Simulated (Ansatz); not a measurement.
**C3H10InN: one species, many methods**

An exercise on one series of results from a longer session: the logs are not shown, and one member is left open.

Computed with Ansatz 0.2.0, Gaussian basis. Level: functionals in def2-TZVPP, the program's frozen cores in correlated methods.

The runs, in order: LDA (SPW92), PBE-D4, revPBE-D4, BLYP-D4, r2SCAN-D4, B97M-V, PBE0-D4, B3LYP-D4, r2SCANh-D4, r2SCAN0-D4, HSE06-D4, BHLYP-D4, CAM-B3LYP-D4, LC-ωPBE, ωB97X-V, ωB97M-V, B2PLYP, PBE-QIDH; CCSD(T)/def2-SVP; MP2/def2-TZVPP; MP2/def2-QZVPP; RPA on PBE.

1 further run of the same task is left out (for a known fault of the program). Runs told in other sessions of the task aren't counted.

## Structure used throughout

The geometry comes from an earlier relaxation with PBE0-D4 in a triple-zeta def2 set; it is a stationary point, not always the lowest conformer. In takes the def2 core potential; no spin-orbit term is included.

SMILES `CC[N](C)[InH2]`, 15 atoms, charge 0, spin multiplicity 1.

Atoms are counted from 1 here; the program's logs count them from 0.

Bond lengths: C1–C2 1.511 Å, C1–H6 1.094 Å, C1–H7 1.094 Å, C1–H8 1.092 Å, C2–N3 1.440 Å, C2–H9 1.104 Å, C2–H10 1.104 Å, N3–C4 1.441 Å, N3–In5 2.024 Å, C4–H11 1.092 Å, C4–H12 1.101 Å, C4–H13 1.101 Å, In5–H14 1.708 Å, In5–H15 1.717 Å. Angles: C2–C1–H6 111.4°, C2–C1–H7 111.4°, C2–C1–H8 110.3°, H6–C1–H7 107.9°, H6–C1–H8 107.8°, H7–C1–H8 107.8°, C1–C2–N3 114.3°, C1–C2–H9 108.9°, C1–C2–H10 108.9°, N3–C2–H9 109.5°, N3–C2–H10 109.5°, H9–C2–H10 105.2°, C2–N3–C4 111.6°, C2–N3–In5 128.1°, C4–N3–In5 120.4°, N3–C4–H11 111.1°, N3–C4–H12 111.7°, N3–C4–H13 111.7° and more.

The first run:

in.yaml

```yaml
crystal:
  periodic: [false, false, false]
  atoms:
    - {symbol: C, position_ang: [0.281943, 1.366343, -1.344941]}
    - {symbol: C, position_ang: [-0.161842, -0.045765, -1.041305]}
    - {symbol: N, position_ang: [-0.090718, -0.403459, 0.352047]}
    - {symbol: C, position_ang: [-0.528139, -1.758143, 0.573919]}
    - {symbol: In, position_ang: [0.524064, 0.741274, 1.904296]}
    - {symbol: H, position_ang: [1.322723, 1.530166, -1.051841]}
    - {symbol: H, position_ang: [-0.334804, 2.100849, -0.819465]}
    - {symbol: H, position_ang: [0.200778, 1.566377, -2.415351]}
    - {symbol: H, position_ang: [0.449227, -0.748147, -1.634273]}
    - {symbol: H, position_ang: [-1.195178, -0.181934, -1.404622]}
    - {symbol: H, position_ang: [-0.471638, -2.021367, 1.632585]}
    - {symbol: H, position_ang: [0.087428, -2.481984, 0.017073]}
    - {symbol: H, position_ang: [-1.569237, -1.909028, 0.247914]}
    - {symbol: H, position_ang: [1.045120, 2.346877, 1.647187]}
    - {symbol: H, position_ang: [0.418474, -0.153059, 3.366179]}
basis:
  gaussian: {orbitals: def2-TZVPP}
hamiltonian: {xc: lda}
output: {orbitals: {seedname: orbitals}}
```

The run is started by

```bash
ansatz run in.yaml --threads 4 --pin off --events-out ev --progress --plain --max-ram 11315MiB
```

Among the steps run: LDA; PBE-D4 (GGA); revPBE-D4 (GGA); BLYP-D4 (GGA); r2SCAN-D4 (meta-GGA); B97M-V (meta-GGA); B3LYP-D4 (hybrid); r2SCANh-D4 (hybrid); r2SCAN0-D4 (hybrid); HSE06-D4 (hybrid); BHLYP-D4 (hybrid); CAM-B3LYP-D4 (range-separated); LC-ωPBE (range-separated); ωB97X-V (range-separated); ωB97M-V (range-separated); B2PLYP (double hybrid); PBE-QIDH (double hybrid).

One table of the session follows, with a row left open; its other results are not shown here.

It belongs to the step «Frontier levels by functional». 

| functional | HOMO (eV) | LUMO (eV) | gap (eV) |
| --- | --- | --- | --- |
| LDA (SPW92) | -5.02 | -2.06 | 2.96 |
| PBE-D4 | -4.85 | -1.84 | 3.01 |
| revPBE-D4 | -4.77 | -1.74 | 3.03 |
| BLYP-D4 | -4.76 | -1.80 | 2.96 |
| r2SCAN-D4 | -5.01 | -1.60 | 3.41 |
| B97M-V | -5.15 | -1.90 | 3.25 |
| PBE0-D4 | -5.95 | -1.18 | 4.78 |
| B3LYP-D4 | -5.79 | -1.43 | 4.36 |
| r2SCANh-D4 | -5.43 | -1.36 | 4.07 |
| r2SCAN0-D4 | -6.09 | -1.03 | 5.06 |
| HSE06-D4 | ? | ? | ? |
| BHLYP-D4 | -7.06 | -0.59 | 6.47 |
| CAM-B3LYP-D4 | -7.29 | -0.42 | 6.86 |
| LC-ωPBE | -8.54 | 0.61 | 9.15 |
| ωB97X-V | -8.25 | 0.48 | 8.73 |
| ωB97M-V | -8.20 | 0.17 | 8.37 |

**Question.** Estimate the row for HSE06-D4.

**Answer.** HOMO (eV): -5.56; LUMO (eV): -1.53; gap (eV): 4.03. In the column «HOMO (eV)» it lies between B3LYP-D4 (-5.79) and r2SCANh-D4 (-5.43).
